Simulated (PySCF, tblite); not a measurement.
# C7H10N2: geometry, infrared bands and NMR shifts

Aim: predict the infrared bands and NMR shifts of C7H10N2 (`CCc1nnccc1C`).

The runs use tblite 0.8.0 and PySCF 2.14.0, with density-fitted response routines of our own; the level of theory stands in each step. All values are computed, except where a source is named. Atoms are numbered from 0 throughout.

## (1) The molecule as given

19 atoms, charge 0, multiplicity 1; geometry from: force field or distance geometry start.

Bonds of the start (Å): C0–C1 1.51, C1–C2 1.45, C2–N3 1.34, N3–N4 1.32, N4–C5 1.36, C5–C6 1.38, C6–C7 1.40, C7–C8 1.51, C7–C2 1.39, C0–H9 1.13, C0–H10 1.11, C0–H11 1.10, C1–H12 1.11, C1–H13 1.12, C5–H14 1.08, C6–H15 1.08, C8–H16 1.09, C8–H17 1.12, C8–H18 1.11.

## (2) Relaxing the molecule with GFN2-xTB

What the job is given:

```
{"job": {"kind": "relax", "xc": "GFN2-xTB", "basis": "xTB"}, "charge": 0, "multiplicity": 1}
C      2.686900     0.213300    -0.399600
C      1.395900    -0.499000    -0.074200
C      0.217600     0.340700    -0.119200
N      0.316800     1.633600    -0.457400
N     -0.767800     2.388600    -0.492600
C     -1.997000     1.870300    -0.223200
C     -2.164400     0.546000     0.121300
C     -1.007000    -0.235000     0.176600
C     -1.071700    -1.695900     0.535800
H      3.195700     0.362900     0.596400
H      2.536300     1.212800    -0.852600
H      3.260400    -0.476300    -1.041300
H      1.238100    -1.313700    -0.818000
H      1.464400    -1.018200     0.912600
H     -2.853200     2.533300    -0.271000
H     -3.147600     0.152200     0.355100
H     -0.519000    -2.329000    -0.157400
H     -0.644100    -1.734700     1.575100
H     -2.150200    -1.942700     0.626000
```

Command:

```sh
> OMP_NUM_THREADS=1 python probes_run.py task.json out
```

This one command runs all jobs of the session in turn.

**Question.** This job is followed by: GFN2-xTB harmonic vibrations, gas phase; GIAO PBE0/pcSseg-1 NMR shielding, non-relativistic, gas phase. What will the session give for the following? strongest single infrared mode (GFN2-xTB); zero-point energy (GFN2-xTB); 13C shifts against TMS (PBE0/pcSseg-1); 1H shifts against TMS (PBE0/pcSseg-1, means over atoms taken as alike); 15N shifts against NH3 (PBE0/pcSseg-1).

As calculated:

```
                                                              quantity                                             value
                             strongest single infrared mode (GFN2-xTB)                              3074 cm⁻¹, 52 km/mol
                                          zero-point energy (GFN2-xTB)                                     98.2 kcal/mol
                                13C shifts against TMS (PBE0/pcSseg-1)  164.8, 154.4, 139.9, 130.4, 30.7, 21.2, 12.5 ppm
1H shifts against TMS (PBE0/pcSseg-1, means over atoms taken as alike)                  9.35, 7.17, 2.87, 2.33, 1.84 ppm
                                15N shifts against NH3 (PBE0/pcSseg-1)                                  454.7, 450.7 ppm
```

What this shows: Over 108 steps the energy fell by 0.511 eV; of the close pairs, C1–C2 changed most, 1.448 to 1.500 Å. No mode is imaginary among the 51: a minimum at this level. The strongest single mode, at 3074 cm⁻¹, moves mainly H14. Unscaled tight-binding wavenumbers are off by several per cent, some by more. Its intensities can rank the bands wrongly. NICS(1)zz of -28 ppm above the planar ring from C2 marks a diatropic (aromatic) ring current.
